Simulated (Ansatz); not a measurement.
# Co2Si6Ni: the cost of one run

Program: Ansatz 0.2.0. Level of theory: DFT PBE, scalar-relativistic, plane waves, PAW. These are calculated values, not measurements.

## Step 1: Starting point

It takes space group P-3m1 (No. 164, trigonal). Conventional cell: a = 3.862 Å, b = 3.862 Å, c = 9.459 Å, α = 90.00°, β = 90.00°, γ = 120.00°. Co (site symmetry 3m) has 8 Si at 2.36 Å as nearest neighbours. Around Si (site symmetry 3m) lie 3 Co at 2.36 Å and 1 Ni at 2.36 Å. Around Si (site symmetry 3m) lie 3 Ni at 2.36 Å and 1 Co at 2.36 Å. Around Si (site symmetry 3m) lie 4 Co at 2.36 Å. Ni (site symmetry -3m) has 8 Si at 2.36 Å as nearest neighbours.

Structure file:

```cif
data_structure
_symmetry_space_group_name_H-M 'P-3m1'
_symmetry_Int_Tables_number 164
_cell_length_a 3.8615
_cell_length_b 3.8615
_cell_length_c 9.4588
_cell_angle_alpha 90.000
_cell_angle_beta 90.000
_cell_angle_gamma 120.000
_cell_volume 122.15
loop_
_atom_site_label
_atom_site_type_symbol
_atom_site_symmetry_multiplicity
_atom_site_Wyckoff_symbol
_atom_site_fract_x
_atom_site_fract_y
_atom_site_fract_z
_atom_site_occupancy
Co1 Co 2 d 0.66667 0.33333 0.83333 1
Si1 Si 2 c 0.00000 0.00000 0.75000 1
Si2 Si 2 d 0.33333 0.66667 0.41667 1
Si3 Si 2 d 0.66667 0.33333 0.08333 1
Ni1 Ni 1 b 0.00000 0.00000 0.50000 1
```

The start is an ordering of an alloy on its end members' structure types: elements ordered on the sites of the Si2Ni type, Co/Ni on Ni (P-3m1, No. 164).

## Step 2: A first look at the guess

File input.yaml:

```yaml
crystal:
  lattice:
    - [3.86154931, 0.0, 0.0]
    - [-1.93077465, 3.3441998, 0.0]
    - [0.0, 0.0, 9.45882542]
  atoms:
    - { symbol: Co, position: [0.66666667, 0.33333333, 0.83333333], spin: 3.0 }
    - { symbol: Co, position: [0.33333333, 0.66666667, 0.16666667], spin: 3.0 }
    - { symbol: Si, position: [0.0, 0.0, 0.75] }
    - { symbol: Si, position: [0.33333333, 0.66666667, 0.41666667] }
    - { symbol: Si, position: [0.66666667, 0.33333333, 0.08333333] }
    - { symbol: Si, position: [0.66666667, 0.33333333, 0.58333333] }
    - { symbol: Si, position: [0.0, 0.0, 0.25] }
    - { symbol: Si, position: [0.33333333, 0.66666667, 0.91666667] }
    - { symbol: Ni, position: [0.0, 0.0, 0.5], spin: 2.0 }
basis:
  ecutwfc: 420
kpoints:
  mp_grid: { grid: [6, 6, 2] }
hamiltonian:
  xc: pbe
scf:
  occupations: { method: gaussian, width: 0.1 }
  lower_state_search: "off"
output:
  forces: true
  stress: true
  eigenvalues: true
  populations: true
magnetization:
  spin_polarized: true
```

Started as:

```
> ansatz run input.yaml --threads 1 --pin off --max-ram 2560MiB --backend cpu --events-out ev --progress --plain --runs-dir out
```

Q: Estimate wall time and peak memory on 1 thread of AMD EPYC (Zen 3), shared host.

About 43 s, with a peak of 0.5 GiB.
